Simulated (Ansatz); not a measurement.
# Scandium, fcc under r²SCAN: ground state and equation of state

Aim: take scandium in the fcc structure, relax it, solve it on a dense k-mesh, switch on spin-orbit coupling, then scale the cell to 7 volumes from 88 to 112 % of the relaxed one and try a fit of the equation of state. The k-meshes are 12×12×12 for the relaxation; 19×19×19 for the dense run; 12×12×12 for spin-orbit coupling; 13×13×13 for the volumes.

This is Sc in the fcc structure; at room conditions it is hcp.

Computed with Ansatz 0.2.0 (DFT r2SCAN, plane waves (500 eV) with PAW, scalar-relativistic; the PAW data stem from PBE, with regenerated cores, unless a step says otherwise).

## 1. Starting point

It takes space group Fm-3m (No. 225, cubic). Conventional cell: a = 4.642 Å, b = 4.642 Å, c = 4.642 Å, α = 90.00°, β = 90.00°, γ = 90.00°. Sc (site symmetry m-3m) is surrounded by 12 Sc at 3.28 Å.

Structure file:

```
CELL_PARAMETERS angstrom
0.00000 2.32086 2.32086
2.32086 0.00000 2.32086
2.32086 2.32086 0.00000
ATOMIC_POSITIONS crystal
Sc 0.00000 0.00000 0.00000
```

## 2. Relaxing cell and atoms

Contents of input.yaml:

```yaml
crystal:
  lattice:
    - [0.0, 2.3208600778, 2.3208600778]
    - [2.3208600778, 0.0, 2.3208600778]
    - [2.3208600778, 2.3208600778, 0.0]
  atoms:
    - { symbol: Sc, position: [0.0, 0.0, 0.0] }
hamiltonian:
  xc: r2scan
  pseudopotentials:
    kind: paw
    azcp:
      Sc: "pseudopotentials/Sc.paw.azcp"
basis:
  ecutwfc: 500
  fft_grid_basis: typed
kpoints:
  mp_grid: { grid: [12, 12, 12], shift: [0, 0, 0] }
magnetization:
  spin_polarized: false
scf:
  occupations: { method: fermi_dirac, width: 0.1 }
relax:
  max_steps: 60
  f_tol: 0.01
  cell: {}
output:
  write_density: true
  write_potential: true
  elf: true
  volumetric_format: npy
```

On the command line:

```sh
> ansatz run input.yaml --threads 1 --pin off --max-ram 3584MiB --backend cpu --events-out ev --progress --plain --runs-dir out
```

Further steps of the session: The energy on a finer k-mesh; With spin-orbit coupling; Volume × 0.88; Volume × 0.92; Volume × 0.96; Volume × 1.0; Volume × 1.04; Volume × 1.08; Volume × 1.12.

What does the calculation give? Wanted: space group; conventional cell; volume; shortest distance; gap on the mesh; V₀, B₀, B₀′.

As calculated:

| quantity | value |
| --- | --- |
| space group (spins left aside) | Fm-3m (No. 225) |
| conventional cell | a = 4.653 Å |
| volume | 25.185 Å³/atom |
| shortest distance | 3.290 Å |
| gap on the mesh | none (levels filled in part) |
| V₀, B₀, B₀′ | 25.097 Å³/atom, 53 GPa, 2.7 |

**Reading.** From the guessed start the volume grew by 0.7 % in 3 steps. No gap shows: it is a metal or semimetal at this level. The total energy of the spin-orbit run lies +0.67 eV/atom from the scalar one, but the two kinds of run don't share a zero of energy: only differences within one kind count. The fitted modulus is 53 GPa. Relaxation kept the symmetry; phonons were not checked.
